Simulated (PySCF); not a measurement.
# [Ce(NH3)3]3+: how settings move a single point

Aim: repeat the single point on relaxed [Ce(NH3)3]3+ with altered settings, some of them bad on purpose. The species was built from a template and needn't be a known compound.

The runs use PySCF 2.14.0; PBE0, Ce lcecp-1-SVP with ECP47, N def2-SVP, H def2-SVP; scalar-relativistic core potentials, no spin–orbit coupling.

3 further runs of the same task are left out: 2 for a known fault of the program, 1 that didn't finish.

## (1) Starting geometry

13 atoms, charge 3, spin multiplicity 1.

Bond lengths: Ce1–N2 2.534 Å, Ce1–N6 2.534 Å, Ce1–N10 2.534 Å, N2–H3 1.037 Å, N2–H4 1.036 Å, N2–H5 1.036 Å, N6–H7 1.037 Å, N6–H8 1.036 Å, N6–H9 1.036 Å, N10–H11 1.037 Å, N10–H12 1.036 Å, N10–H13 1.036 Å. Angles: N2–Ce1–N6 111.7°, N2–Ce1–N10 111.7°, N6–Ce1–N10 111.7°, Ce1–N2–H3 114.9°, Ce1–N2–H4 116.3°, Ce1–N2–H5 115.8°, H3–N2–H4 102.6°, H3–N2–H5 102.6°, H4–N2–H5 102.7°, Ce1–N6–H7 114.9°, Ce1–N6–H8 116.3°, Ce1–N6–H9 115.8°, H7–N6–H8 102.6°, H7–N6–H9 102.6°, H8–N6–H9 102.7°, Ce1–N10–H11 114.9°, Ce1–N10–H12 116.3°, Ce1–N10–H13 115.8° and more.

As a file:

```
Ce    0.0000    0.0000    0.7514
N     2.4220   -0.0008    0.0059
H     3.1048   -0.2563    0.7427
H     2.6658   -0.6504   -0.7630
H     2.7879    0.9056   -0.3363
N    -1.2103    2.0979    0.0059
H    -1.3304    2.8170    0.7427
H    -0.7696    2.6339   -0.7630
H    -2.1782    1.9616   -0.3363
N    -1.2117   -2.0971    0.0059
H    -1.7744   -2.5607    0.7427
H    -1.8962   -1.9834   -0.7630
H    -0.6097   -2.8672   -0.3363
```

Formal oxidation states: Ce +3. Each metal's 1 4f electrons lie in its core potential, so multiplicities, spins and levels count the valence alone. An earlier session relaxed this geometry at PBE0, Ce lcecp-1-SVP with ECP47, N def2-SVP, H def2-SVP (singlet, point group C3).

The sound run used a (50, 194) grid (finer on f atoms), a threshold of 1e-8 and at most 55 cycles, and ended at -200.588843 Eh.

## (2) Altered run 1

Input file run.py (the lines that set the calculation):

```python
mol = gto.M(atom='''
Ce     0.00000     0.00000     0.75145
N      2.42199    -0.00083     0.00585
H      3.10480    -0.25632     0.74270
H      2.66581    -0.65043    -0.76303
H      2.78786     0.90558    -0.33635
N     -1.21027     2.09792     0.00585
H     -1.33042     2.81699     0.74270
H     -0.76962     2.63387    -0.76303
H     -2.17819     1.96157    -0.33635
N     -1.21172    -2.09709     0.00585
H     -1.77438    -2.56067     0.74270
H     -1.89619    -1.98345    -0.76303
H     -0.60967    -2.86715    -0.33635''',
    basis={'Ce': 'lcecp-1-SVP', 'N': 'def2-SVP', 'H': 'def2-SVP'},
    ecp={'Ce': 'lcecp-1-SVP'},
    charge=3, spin=0)
mf = dft.RKS(mol, xc='PBE0')
mf.grids.atom_grid = (40, 110)  # f atoms: unpruned
mf = mf.density_fit()  # fitting sets: Ce AutoAux, N def2-universal-JKFIT, H def2-universal-JKFIT
mf.conv_tol = 1e-08; mf.max_cycle = 55
mf.kernel(dm0)  # dm0: free metal ions and neutral atoms
```

On the command line:

```sh
$ OMP_NUM_THREADS=2 python run.py
```

Output:

```text
init E= -193.339321371621
  HOMO = -1.14956020735874  LUMO = -0.656674294012515  gap/eV = 13.41211
cycle= 1 E= -199.372993432445  delta_E= -6.03  |g|= 2.41  |ddm|= 3.17
  HOMO = -0.641181213534816  LUMO = -0.600732677183158  gap/eV = 1.10066
cycle= 2 E= -197.338650064376  delta_E= 2.03  |g|= 3.35  |ddm|= 4.43
  HOMO = -0.874926907052081  LUMO = -0.514863517714543  gap/eV = 9.79782
cycle= 3 E= -200.54930568372  delta_E= -3.21  |g|= 0.332  |ddm|= 3.51
  HOMO = -0.890045416041411  LUMO = -0.611100136271149  gap/eV = 7.59049
cycle= 4 E= -200.587605269408  delta_E= -0.0383  |g|= 0.0663  |ddm|= 0.712
  HOMO = -0.88002699477613  LUMO = -0.590606461329534  gap/eV = 7.87553
cycle= 5 E= -200.588862735295  delta_E= -0.00126  |g|= 0.008  |ddm|= 0.0936
  HOMO = -0.880781490439287  LUMO = -0.590312990155083  gap/eV = 7.90405
cycle= 6 E= -200.588876732199  delta_E= -1.4e-05  |g|= 0.00127  |ddm|= 0.00736
  HOMO = -0.880975128201543  LUMO = -0.590613278435019  gap/eV = 7.90115
cycle= 7 E= -200.588877184949  delta_E= -4.53e-07  |g|= 0.000338  |ddm|= 0.00238
  HOMO = -0.880984788959515  LUMO = -0.590600822688413  gap/eV = 7.90175
cycle= 8 E= -200.588877215514  delta_E= -3.06e-08  |g|= 9.98e-05  |ddm|= 0.000393
  HOMO = -0.880977191586496  LUMO = -0.590599208046259  gap/eV = 7.90159
cycle= 9 E= -200.588877217762  delta_E= -2.25e-09  |g|= 4.86e-05  |ddm|= 0.000122
  HOMO = -0.880987366630011  LUMO = -0.590598983310378  gap/eV = 7.90187
Extra cycle  E= -200.588877217356  delta_E= 4.06e-10  |g|= 6.66e-05  |ddm|= 8.83e-05
converged SCF energy = -200.588877217356
```

Run time: 4.1 s. Hardware: 2 threads of Arm Neoverse V2, shared host.

Changed: the integration grid, to (40, 110). It converges in 9 cycles, -0.001 eV from the sound run, with a largest force component of 0.02 eV/Å. The result survives the change.

## (3) Altered run 2

run.py (the lines that set the calculation): that of step 2 with these lines changed.

```diff
@@ -18,5 +18,5 @@
 mf = dft.RKS(mol, xc='PBE0')
-mf.grids.atom_grid = (40, 110)  # f atoms: unpruned
+mf.grids.atom_grid = (50, 194)  # f atoms: unpruned, at least (60, 302)
 mf = mf.density_fit()  # fitting sets: Ce AutoAux, N def2-universal-JKFIT, H def2-universal-JKFIT
-mf.conv_tol = 1e-08; mf.max_cycle = 55
+mf.conv_tol = 0.001; mf.max_cycle = 55
 mf.kernel(dm0)  # dm0: free metal ions and neutral atoms
```

On the command line:

```sh
$ OMP_NUM_THREADS=2 python run.py
```

Output:

```text
init E= -193.339242012479
  HOMO = -1.14960686864816  LUMO = -0.656676080781174  gap/eV = 13.41333
cycle= 1 E= -199.373193017523  delta_E= -6.03  |g|=  2.4  |ddm|= 3.17
  HOMO = -0.641184470833747  LUMO = -0.600727596043244  gap/eV = 1.10089
cycle= 2 E= -197.338668392116  delta_E= 2.03  |g|= 3.35  |ddm|= 4.43
  HOMO = -0.874937568515142  LUMO = -0.514852265850629  gap/eV = 9.79842
cycle= 3 E= -200.54926971605  delta_E= -3.21  |g|= 0.332  |ddm|= 3.51
  HOMO = -0.89005527330874  LUMO = -0.611110377990158  gap/eV = 7.59048
cycle= 4 E= -200.587571466623  delta_E= -0.0383  |g|= 0.0663  |ddm|= 0.712
  HOMO = -0.880055759463694  LUMO = -0.590613455065234  gap/eV = 7.87613
cycle= 5 E= -200.588828030782  delta_E= -0.00126  |g|= 0.008  |ddm|= 0.0935
  HOMO = -0.880796635285258  LUMO = -0.590320167972845  gap/eV = 7.90427
cycle= 6 E= -200.588842035295  delta_E= -1.4e-05  |g|= 0.00126  |ddm|= 0.00736
  HOMO = -0.881126361472467  LUMO = -0.590704861778951  gap/eV = 7.90277
Extra cycle  E= -200.588842293563  delta_E= -2.58e-07  |g|= 0.00101  |ddm|= 0.00278
converged SCF energy = -200.588842293563
```

Wall time 4.8 s (2 threads of Arm Neoverse V2, shared host).

Changed: the SCF threshold (0.001). It converges in 6 cycles, at the sound run's energy within 0.001 eV, with a largest force component of 0.00 eV/Å. The result survives the change.

## (4) Altered run 3

run.py (the lines that set the calculation): that of step 3 with these lines changed.

```diff
@@ -20,3 +20,3 @@
 mf = mf.density_fit()  # fitting sets: Ce AutoAux, N def2-universal-JKFIT, H def2-universal-JKFIT
-mf.conv_tol = 0.001; mf.max_cycle = 55
-mf.kernel(dm0)  # dm0: free metal ions and neutral atoms
+mf.conv_tol = 1e-08; mf.max_cycle = 69
+mf.kernel(dm0)  # dm0: core Hamiltonian
```

On the command line:

```sh
$ OMP_NUM_THREADS=2 python run.py
```

Output:

```text
init E= -176.678342673055
  HOMO = -0.371083411104512  LUMO = -0.358973138928536  gap/eV = 0.32954
cycle= 1 E= -177.988609920528  delta_E= -1.31  |g|=  5.9  |ddm|= 14.8
  HOMO = -1.50152539398236  LUMO = -1.46094314440642  gap/eV = 1.10430
cycle= 2 E= -169.632516454261  delta_E= 8.36  |g|= 7.81  |ddm|= 13.4
  HOMO = -1.43381931383033  LUMO = -1.00311875937278  gap/eV = 11.71996
cycle= 3 E= -198.933037224662  delta_E= -29.3  |g|= 2.67  |ddm|= 9.24
  HOMO = -0.960743042426649  LUMO = -0.527636799513576  gap/eV = 11.78542
cycle= 4 E= -200.239177303438  delta_E= -1.31  |g|= 1.08  |ddm|= 2.17
  HOMO = -0.943386514227196  LUMO = -0.596378864249735  gap/eV = 9.44256
cycle= 5 E= -200.514806427783  delta_E= -0.276  |g|= 0.541  |ddm|= 1.11
  HOMO = -0.887668729958325  LUMO = -0.609071264647359  gap/eV = 7.58102
cycle= 6 E= -200.587826436247  delta_E= -0.073  |g|= 0.0574  |ddm|= 0.621
  HOMO = -0.881530745232338  LUMO = -0.591161246454588  gap/eV = 7.90136
cycle= 7 E= -200.588790940335  delta_E= -0.000965  |g|= 0.0136  |ddm|= 0.109
  HOMO = -0.881035019256935  LUMO = -0.590291676631773  gap/eV = 7.91153
cycle= 8 E= -200.588839392114  delta_E= -4.85e-05  |g|= 0.00311  |ddm|= 0.018
  HOMO = -0.88097765551027  LUMO = -0.590613927860466  gap/eV = 7.90120
cycle= 9 E= -200.588842489724  delta_E= -3.1e-06  |g|= 0.000347  |ddm|= 0.00528
  HOMO = -0.880995814624356  LUMO = -0.590611341556359  gap/eV = 7.90176
cycle= 10 E= -200.588842517219  delta_E= -2.75e-08  |g|= 7.77e-05  |ddm|= 0.000259
  HOMO = -0.880999527367464  LUMO = -0.590607366568742  gap/eV = 7.90197
cycle= 11 E= -200.588842518314  delta_E= -1.09e-09  |g|= 4.01e-05  |ddm|= 7.74e-05
  HOMO = -0.881002108348166  LUMO = -0.590605797191038  gap/eV = 7.90209
Extra cycle  E= -200.588842517984  delta_E= 3.31e-10  |g|= 5.62e-05  |ddm|= 7.18e-05
converged SCF energy = -200.588842517984
```

Run time: 5.6 s. Hardware: 2 threads of Arm Neoverse V2, shared host.

Changed: the starting guess (bare core Hamiltonian); the cycle limit is 69. It converges in 11 cycles, at the sound run's energy within 0.001 eV, with a largest force component of 0.00 eV/Å. The result survives the change.

## (5) Altered run 4

run.py (the lines that set the calculation): that of step 4 with these lines changed.

```diff
@@ -20,3 +20,3 @@
 mf = mf.density_fit()  # fitting sets: Ce AutoAux, N def2-universal-JKFIT, H def2-universal-JKFIT
-mf.conv_tol = 1e-08; mf.max_cycle = 69
-mf.kernel(dm0)  # dm0: core Hamiltonian
+mf.conv_tol = 1e-08; mf.max_cycle = 55
+mf.kernel(dm0)  # dm0: smeared density
```

On the command line:

```sh
$ OMP_NUM_THREADS=2 python run.py
```

Output:

```text
init E= -200.574412038214
  HOMO = -0.881105050283315  LUMO = -0.589129554034992  gap/eV = 7.94506
cycle= 1 E= -200.588773269951  delta_E= -0.0144  |g|= 0.0145  |ddm|= 0.0314
  HOMO = -0.879685156976496  LUMO = -0.592282482266123  gap/eV = 7.82063
cycle= 2 E= -200.588743577015  delta_E= 2.97e-05  |g|= 0.0203  |ddm|= 0.0414
  HOMO = -0.88118402449709  LUMO = -0.59116511636782  gap/eV = 7.89182
cycle= 3 E= -200.58884192468  delta_E= -9.83e-05  |g|= 0.00126  |ddm|= 0.0178
  HOMO = -0.880977713051701  LUMO = -0.590607905362464  gap/eV = 7.90136
cycle= 4 E= -200.588842511003  delta_E= -5.86e-07  |g|= 0.000194  |ddm|= 0.00275
  HOMO = -0.881002713631355  LUMO = -0.59061016127417  gap/eV = 7.90198
cycle= 5 E= -200.588842518511  delta_E= -7.51e-09  |g|= 2.33e-05  |ddm|= 0.000149
  HOMO = -0.881004480498534  LUMO = -0.5906050443076  gap/eV = 7.90217
Extra cycle  E= -200.58884251855  delta_E= -3.89e-11  |g|= 2.32e-05  |ddm|= 4.28e-05
converged SCF energy = -200.58884251855
```

Run time: 4.7 s. Hardware: 2 threads of Arm Neoverse V2, shared host.

Changed: the starting guess (smeared density). It converges in 5 cycles, at the sound run's energy within 0.001 eV, with a largest force component of 0.00 eV/Å. The result survives the change.

## (6) Side by side

| run | changed | ending | energy change (eV) | cycles | time | usable |
| --- | --- | --- | --- | --- | --- | --- |
| 1 | the integration grid | converged | -0.001 | 9 | 4.1 s | yes |
| 2 | the SCF threshold | converged | 0.000 | 6 | 4.8 s | yes |
| 3 | the starting guess | converged | 0.000 | 11 | 5.6 s | yes |
| 4 | the starting guess | converged | 0.000 | 5 | 4.7 s | yes |

4 of 4 altered runs give a usable result. 
